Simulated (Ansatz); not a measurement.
# CH₅FOSi: how energies converge with the basis set

How large a basis does CH₅FOSi need? Two functionals are run in growing sets.

Computed with Ansatz 0.2.0, Gaussian basis. Level: one geometry, several basis sets.

Levels to be run: PBE0-D4/def2-SVP; ωB97M-V/def2-SVP; PBE0-D4/def2-QZVPP; ωB97M-V/def2-QZVPP; the functionals' def2-TZVPP values are taken from earlier runs.

**1. Structure used throughout**

All runs share one geometry, relaxed beforehand with PBE0-D4 in a triple-zeta def2 set.

SMILES `OC[SiH2]F`, 9 atoms, charge 0, spin multiplicity 1.

Atoms are counted from 1 here; the program's logs count them from 0.

Bond lengths: O1–C2 1.422 Å, O1–H5 0.961 Å, C2–Si3 1.876 Å, C2–H6 1.100 Å, C2–H7 1.095 Å, Si3–F4 1.608 Å, Si3–H8 1.486 Å, Si3–H9 1.482 Å. Angles: C2–O1–H5 108.4°, O1–C2–Si3 111.4°, O1–C2–H6 111.7°, O1–C2–H7 106.7°, Si3–C2–H6 111.0°, Si3–C2–H7 109.6°, H6–C2–H7 106.2°, C2–Si3–F4 106.2°, C2–Si3–H8 112.2°, C2–Si3–H9 111.8°, F4–Si3–H8 108.2°, F4–Si3–H9 107.2°, H8–Si3–H9 111.0°.

Coordinates:

```
O    -0.0297    1.3716   -1.0686
C    -0.3942    0.7649    0.1647
Si    0.4358   -0.9041    0.3800
F     0.0525   -1.7660   -0.9226
H    -0.2746    0.7773   -1.7831
H    -1.4857    0.6786    0.2681
H    -0.0653    1.4433    0.9583
H    -0.0630   -1.6276    1.5779
H     1.9128   -0.7843    0.4083
```

**2. PBE0-D4 in def2-SVP**

in.yaml

```yaml
crystal:
  periodic: [false, false, false]
  atoms:
    - {symbol: O, position_ang: [-0.029669, 1.371592, -1.068609]}
    - {symbol: C, position_ang: [-0.394214, 0.764940, 0.164666]}
    - {symbol: Si, position_ang: [0.435768, -0.904114, 0.380050]}
    - {symbol: F, position_ang: [0.052510, -1.765959, -0.922605]}
    - {symbol: H, position_ang: [-0.274593, 0.777323, -1.783130]}
    - {symbol: H, position_ang: [-1.485683, 0.678577, 0.268078]}
    - {symbol: H, position_ang: [-0.065319, 1.443270, 0.958292]}
    - {symbol: H, position_ang: [-0.063025, -1.627581, 1.577863]}
    - {symbol: H, position_ang: [1.912824, -0.784346, 0.408294]}
basis:
  gaussian: {orbitals: def2-SVP}
hamiltonian: {xc: pbe0, dispersion: d4}
output: {orbitals: {seedname: orbitals}}
```

The run is started by

```sh
> ansatz run in.yaml --threads 2 --pin off --events-out ev --progress --plain --max-ram 4352MiB
```

Standard output:

```text
Functional definition: PBE0
  name "PBE0"
  cite "Adamo & Barone, J. Chem. Phys. 110, 6158 (1999) doi:10.1063/1.478522"
  cite "Perdew, Burke & Ernzerhof, Phys. Rev. Lett. 77, 3865 (1996) doi:10.1103/PhysRevLett.77.3865"
  parent pbe
  parameter a = 0.25
  parameter kappa = 0.804
  parameter beta = 0.06672455060314922
  exchange = (1 - a)*pbe_x(kappa = kappa, mu = beta*pi^2/3) + a*exact_x
  correlation = pbe_c(beta = beta)
935 factors; their error is unknown
mean field evaluation 1: about -13740.2889 eV, gradient 4.7e1 eV
mean field evaluation 2: about -13737.2084 eV, gradient 6.3e1 eV
mean field evaluation 4: about -13744.4892 eV, gradient 2.3e0 eV
mean field evaluation 8: about -13744.5020 eV, gradient 6.5e-2 eV
mean field -13744.55615658 eV, -505.1031223596 hartree, gradient 8.4e-5 eV, S^2 0.000000; 0 other end points of the search recorded, 0 dependent functions left out
reference -13744.55618011 eV, -505.1031232243 hartree; 21, 21 occupied and 64, 64 virtual orbitals, 935 factors
Total energy: -13744.67520289 eV, -505.1074972306 hartree
```

It took 1.1 s on 2 threads of Arm Neoverse V1, shared host.

**3. ωB97M-V in def2-SVP**

in.yaml, as its differences from that of step 2:

```diff
@@ -14,3 +14,3 @@
   gaussian: {orbitals: def2-SVP}
-hamiltonian: {xc: pbe0, dispersion: d4}
+hamiltonian: {xc: {name: wB97M-V}}
 output: {orbitals: {seedname: orbitals}}
```

Same command.

Standard output, cut to the lines that bear on the results:

```text
Functional definition: wB97M-V
  name "wB97M-V"
  cite "Mardirossian & Head-Gordon, J. Chem. Phys. 144, 214110 (2016) doi:10.1063/1.4952647"
  cite "Becke, J. Chem. Phys. 107, 8554 (1997) doi:10.1063/1.475007"
  cite "Vydrov & Van Voorhis, J. Chem. Phys. 133, 244103 (2010) doi:10.1063/1.3521275"
  # Of w^i u^j: cxij and so on, Table III.
[...]
  gx(w, u) = 1 - cx + cx01*u + cx10*w
  gss(w, u) = css00 + css04*u^4 + css10*w + css20*w^2 + css43*w^4*u^3
  gos(w, u) = cos00 + cos10*w + (cos20 + cos21*u)*w^2 + (cos60 + cos61*u)*w^6
[...]
      + integral(e_c_pw_mod_opposite_spin*gos(b97_w_opposite, b97_u_opposite)) + vv10(b, c)
935 factors; their error is unknown
246 factors; integrals over basis functions are off by at most 8.1e-6 eV
[...]
mean field -13751.27196734 eV, -505.3499238529 hartree, gradient 2.5e-5 eV, S^2 0.000000; 0 other end points of the search recorded, 0 dependent functions left out
reference -13751.27200409 eV, -505.3499252035 hartree; 21, 21 occupied and 64, 64 virtual orbitals, 935 factors
Total energy: -13751.27200409 eV, -505.3499252035 hartree
```

Wall time 5 s (2 threads of Arm Neoverse V1, shared host).

**4. PBE0-D4 in def2-QZVPP**

in.yaml, as its differences from that of step 3:

```diff
@@ -13,4 +13,4 @@
 basis:
-  gaussian: {orbitals: def2-SVP}
-hamiltonian: {xc: {name: wB97M-V}}
+  gaussian: {orbitals: "def2-QZVPP.json"}
+hamiltonian: {xc: pbe0, dispersion: d4}
 output: {orbitals: {seedname: orbitals}}
```

Launched as before.

Standard output:

```text
Functional definition: PBE0
  name "PBE0"
  cite "Adamo & Barone, J. Chem. Phys. 110, 6158 (1999) doi:10.1063/1.478522"
  cite "Perdew, Burke & Ernzerhof, Phys. Rev. Lett. 77, 3865 (1996) doi:10.1103/PhysRevLett.77.3865"
  parent pbe
  parameter a = 0.25
  parameter kappa = 0.804
  parameter beta = 0.06672455060314922
  exchange = (1 - a)*pbe_x(kappa = kappa, mu = beta*pi^2/3) + a*exact_x
  correlation = pbe_c(beta = beta)
1235 factors; their error is unknown
mean field evaluation 1: about -13749.5043 eV, gradient 5.8e1 eV
mean field evaluation 2: about -13743.2673 eV, gradient 8.3e1 eV
mean field evaluation 4: about -13755.3133 eV, gradient 3.9e0 eV
mean field evaluation 8: about -13755.3418 eV, gradient 7.0e-2 eV
mean field evaluation 16: about -13755.3482 eV, gradient 9.7e-6 eV
mean field -13755.34819030 eV, -505.4997222837 hartree, gradient 9.7e-6 eV, S^2 0.000000; 0 other end points of the search recorded, 0 dependent functions left out
reference -13755.34822545 eV, -505.4997235753 hartree; 21, 21 occupied and 370, 370 virtual orbitals, 1235 factors
Total energy: -13755.46724822 eV, -505.5040975816 hartree
```

Wall time 9 s (2 threads of Arm Neoverse V1, shared host); peak memory 1 GiB.

**5. ωB97M-V in def2-QZVPP**

in.yaml, as its differences from that of step 4:

```diff
@@ -14,3 +14,3 @@
   gaussian: {orbitals: "def2-QZVPP.json"}
-hamiltonian: {xc: pbe0, dispersion: d4}
+hamiltonian: {xc: {name: wB97M-V}}
 output: {orbitals: {seedname: orbitals}}
```

Launched as before.

Standard output, cut to the lines that bear on the results:

```text
Functional definition: wB97M-V
  name "wB97M-V"
  cite "Mardirossian & Head-Gordon, J. Chem. Phys. 144, 214110 (2016) doi:10.1063/1.4952647"
  cite "Becke, J. Chem. Phys. 107, 8554 (1997) doi:10.1063/1.475007"
  cite "Vydrov & Van Voorhis, J. Chem. Phys. 133, 244103 (2010) doi:10.1063/1.3521275"
  # Of w^i u^j: cxij and so on, Table III.
[...]
  gx(w, u) = 1 - cx + cx01*u + cx10*w
  gss(w, u) = css00 + css04*u^4 + css10*w + css20*w^2 + css43*w^4*u^3
  gos(w, u) = cos00 + cos10*w + (cos20 + cos21*u)*w^2 + (cos60 + cos61*u)*w^6
[...]
      + integral(e_c_pw_mod_opposite_spin*gos(b97_w_opposite, b97_u_opposite)) + vv10(b, c)
1215 factors; their error is unknown
301 factors; integrals over basis functions are off by at most 1.1e-5 eV
[...]
mean field -13762.24994397 eV, -505.7533570528 hartree, gradient 1.4e-5 eV, S^2 0.000000; 0 other end points of the search recorded, 0 dependent functions left out
reference -13762.25000066 eV, -505.7533591363 hartree; 21, 21 occupied and 370, 370 virtual orbitals, 1215 factors
Total energy: -13762.25000066 eV, -505.7533591363 hartree
```

Run time: 23 s. Hardware: 2 threads of Arm Neoverse V1, shared host; peak memory 1.2 GiB.

**6. Functionals by basis**

The def2-TZVPP values come from earlier runs at the same geometry.

| functional | basis | functions | energy (eV) | from the largest (eV) | HOMO (eV) | LUMO (eV) |
| --- | --- | --- | --- | --- | --- | --- |
| PBE0-D4 | def2-SVP | 85 | -13744.6752 | 10.792 | -7.53 | 0.52 |
| PBE0-D4 | def2-TZVPP | 205 | -13754.8486 | 0.619 | -7.74 | -0.03 |
| PBE0-D4 | def2-QZVPP | 391 | -13755.4672 | 0.000 | -7.78 | -0.22 |
| ωB97M-V | def2-SVP | 85 | -13751.2720 | 10.978 | -9.87 | 2.45 |
| ωB97M-V | def2-TZVPP | 205 | -13761.6660 | 0.584 | -10.09 | 1.67 |
| ωB97M-V | def2-QZVPP | 391 | -13762.2500 | 0.000 | -10.14 | 1.25 |

**7. What came out**

```
                                       quantity           value
PBE0-D4: double and triple zeta above quadruple  10.79, 0.62 eV
ωB97M-V: double and triple zeta above quadruple  10.98, 0.58 eV
```

PBE0-D4 gains 10.17 eV from double to triple zeta, then 0.62 eV more. These are total energies; as a rule much of such shifts cancels in differences, which this series doesn't test. The LUMO of ωB97M-V is positive and keeps falling with the basis (2.45 to 1.25 eV): an unbound level that the basis holds in place.

For PBE0-D4 the largest set took about 8 times as long as the smallest (9 s against 1.1 s).
